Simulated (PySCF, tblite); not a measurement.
# C3H10NPSi2: infrared bands and NMR shifts

Aim: predict the infrared bands and NMR shifts of C3H10NPSi2 (`C=C/C=P/N([SiH3])[SiH3]`).

The runs use tblite 0.8.0 and PySCF 2.14.0, with density-fitted response routines of our own; the level of theory stands in each step. All values are computed, except where a source is named. Atoms count from 0, in the outputs and in this text.

## (1) Starting geometry

17 atoms, charge 0, multiplicity 1; geometry from: GFN2-xTB.

Bonds of the start (Å): C0–C1 1.34, C1–C2 1.43, C2–P3 1.69, P3–N4 1.70, N4–Si5 1.75, N4–Si6 1.76, C0–H7 1.08, C0–H8 1.08, C1–H9 1.08, C2–H10 1.08, Si5–H11 1.46, Si5–H12 1.47, Si5–H13 1.46, Si6–H14 1.46, Si6–H15 1.46, Si6–H16 1.46.

## (2) Infrared spectrum with GFN2-xTB

What the job is given:

```
{"job": {"kind": "ir", "xc": "GFN2-xTB", "basis": "xTB"}, "charge": 0, "multiplicity": 1}
C      3.671223    -0.443888     0.238593
C      2.667320     0.233988    -0.322826
C      1.286968     0.012954    -0.021170
P      0.069582     0.891785    -0.795547
N     -1.381423     0.355613    -0.080577
Si    -1.492514    -0.301834     1.537873
Si    -2.820497     0.449376    -1.082230
H      4.700000    -0.256250    -0.014155
H      3.487194    -1.212783     0.971125
H      2.880449     1.001379    -1.056267
H      1.057128    -0.746754     0.716749
H     -2.863421    -0.055374     1.972124
H     -1.219846    -1.740996     1.501086
H     -0.527349     0.422670     2.360577
H     -3.308288    -0.916998    -1.275051
H     -3.811799     1.256940    -0.373915
H     -2.401725     1.062202    -2.337913
```

**Question.** This job is followed by: GIAO PBE0/pcSseg-1 NMR shielding, non-relativistic, gas phase. Predict these results of the whole session: strongest single infrared mode (GFN2-xTB); zero-point energy (GFN2-xTB); 13C shifts against TMS (PBE0/pcSseg-1); 1H shifts against TMS (PBE0/pcSseg-1, means over atoms taken as alike); 31P shifts against H3PO4 (PBE0/pcSseg-1); 15N shifts against NH3 (PBE0/pcSseg-1); 29Si shifts against TMS (PBE0/pcSseg-1, means over atoms taken as alike).

As calculated:

| quantity | value |
| --- | --- |
| strongest single infrared mode (GFN2-xTB) | 817 cm⁻¹, 555 km/mol |
| zero-point energy (GFN2-xTB) | 70.5 kcal/mol |
| 13C shifts against TMS (PBE0/pcSseg-1) | 178.8, 141.8, 120.3 ppm |
| 1H shifts against TMS (PBE0/pcSseg-1, means over atoms taken as alike) | 8.52, 6.88, 5.41, 5.24, 4.91 ppm |
| 31P shifts against H3PO4 (PBE0/pcSseg-1) | 333.5 ppm |
| 15N shifts against NH3 (PBE0/pcSseg-1) | 57.5 ppm |
| 29Si shifts against TMS (PBE0/pcSseg-1, means over atoms taken as alike) | -47.1 ppm |

No mode is imaginary among the 45: a minimum at this level. The strongest single mode, at 817 cm⁻¹, has its largest shares on H12, H11, H15 and H16 (the list is cut at 4 atoms). GFN2-xTB is a fitted tight-binding method: band positions and strengths are rough. Its intensities can rank the bands wrongly. At PBE0/pcSseg-1: The widest tensor belongs to P3: span 580 ppm, with a paramagnetic part of -986 ppm.
